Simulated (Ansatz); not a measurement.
# C₂H₄BCl: one species, many methods

Aim: compute C₂H₄BCl with functionals from several rungs and with coupled cluster. The yardstick is the atomisation energy at the CCSD(T) limit.

Method: functionals in def2-TZVPP, the program's frozen cores in correlated methods; program: Ansatz 0.2.0, Gaussian basis.

The runs, in order: LDA (SPW92), PBE-D4, revPBE-D4, BLYP-D4, r2SCAN-D4, B97M-V, PBE0-D4, B3LYP-D4, r2SCANh-D4, r2SCAN0-D4, HSE06-D4, BHLYP-D4, CAM-B3LYP-D4, LC-ωPBE, ωB97X-V, ωB97M-V, B2PLYP, PBE-QIDH; CCSD(T)/def2-SVP; CCSD(T)/def2-TZVPP; MP2/def2-QZVPP; extrapolation to the limit; RPA on PBE.

## Step 1: The geometry

An earlier PBE0-D4 in a triple-zeta def2 set relaxation fixed the geometry.

SMILES `ClB1CC1`, 8 atoms, charge 0, spin multiplicity 1.

Atoms are counted from 1 here; the program's logs count them from 0.

Bond lengths: Cl1–B2 1.717 Å, B2–C3 1.513 Å, B2–C4 1.513 Å, C3–C4 1.562 Å, C3–H5 1.086 Å, C3–H6 1.086 Å, C4–H7 1.086 Å, C4–H8 1.086 Å. Angles: Cl1–B2–C3 148.9°, Cl1–B2–C4 148.9°, C3–B2–C4 62.1°, B2–C3–C4 58.9°, B2–C3–H5 120.4°, B2–C3–H6 120.4°, C4–C3–H5 117.0°, C4–C3–H6 117.0°, H5–C3–H6 112.7°, B2–C4–C3 58.9°, B2–C4–H7 120.4°, B2–C4–H8 120.4°, C3–C4–H7 117.0°, C3–C4–H8 117.0°, H7–C4–H8 112.7°.

## Step 2: LDA

This LDA is Slater exchange with PW92 correlation.

File in.yaml:

```yaml
crystal:
  periodic: [false, false, false]
  atoms:
    - {symbol: Cl, position_ang: [-2.492963, 0.742748, -0.419685]}
    - {symbol: B, position_ang: [-0.868601, 0.256381, -0.151999]}
    - {symbol: C, position_ang: [0.564674, 0.635234, 0.151611]}
    - {symbol: C, position_ang: [0.151335, -0.856990, -0.051372]}
    - {symbol: H, position_ang: [1.189731, 1.082855, -0.616086]}
    - {symbol: H, position_ang: [0.853673, 0.935026, 1.155114]}
    - {symbol: H, position_ang: [0.515255, -1.352287, -0.947284]}
    - {symbol: H, position_ang: [0.179096, -1.500065, 0.823901]}
basis:
  gaussian: {orbitals: def2-TZVPP}
hamiltonian: {xc: lda}
output: {orbitals: {seedname: orbitals}}
```

The runs that follow: PBE-D4 (GGA); revPBE-D4 (GGA); BLYP-D4 (GGA); r2SCAN-D4 (meta-GGA); B97M-V (meta-GGA); PBE0-D4 (hybrid); B3LYP-D4 (hybrid); r2SCANh-D4 (hybrid); r2SCAN0-D4 (hybrid); HSE06-D4 (hybrid); BHLYP-D4 (hybrid); CAM-B3LYP-D4 (range-separated); LC-ωPBE (range-separated); ωB97X-V (range-separated); ωB97M-V (range-separated); B2PLYP (double hybrid); PBE-QIDH (double hybrid); CCSD(T) in def2-SVP; CCSD(T) in def2-TZVPP; MP2 in def2-QZVPP; RPA on PBE orbitals.

**Question.** What will the summary of the whole plan be? Wanted: atomisation energy, CCSD(T)/CBS; farthest beyond LDA; mean size of error, GGA; mean size of error, meta-GGA; mean size of error, hybrid; mean size of error, range-separated; mean size of error, double hybrid; gap, smallest and largest; T1 diagnostic.

As calculated:

| quantity | value |
| --- | --- |
| atomisation energy, CCSD(T)/CBS | 31.990 eV |
| functionals within 0.160 eV (0.5 %) | BLYP-D4, B2PLYP |
| farthest beyond LDA | PBE-D4 (+1.151 eV) |
| mean size of error, GGA | 0.500 eV |
| mean size of error, meta-GGA | 0.573 eV |
| mean size of error, hybrid | 0.462 eV |
| mean size of error, range-separated | 0.347 eV |
| mean size of error, double hybrid | 0.241 eV |
| gap, smallest and largest | 3.71 eV (LDA (SPW92)), 11.24 eV (LC-ωPBE) |
| T1 diagnostic | 0.0107 |
| triples share of the correlation energy | 4.2 % |

LDA overbinds by 4.980 eV (16 %). PBE-D4 misses by +1.151 eV. Double hybrids carry the basis error of their MP2 part in triple zeta, and no dispersion term here, so their miss is partly the set-up's. By mean error the best rung here is double hybrid (0.241 eV) and the worst beyond LDA is meta-GGA (0.573 eV). Misses under about 0.160 eV are within the doubt on the reference itself, which lacks core-valence correlation, relativity and higher excitations. Hartree-Fock recovers 76 % of the binding; the rest is correlation. CCSD(T) in def2-SVP is off by -1.179 eV, so the small basis spoils what the method gains. The gap grows from 3.7 to 11.2 eV across the functionals, mostly with the share of exact exchange.
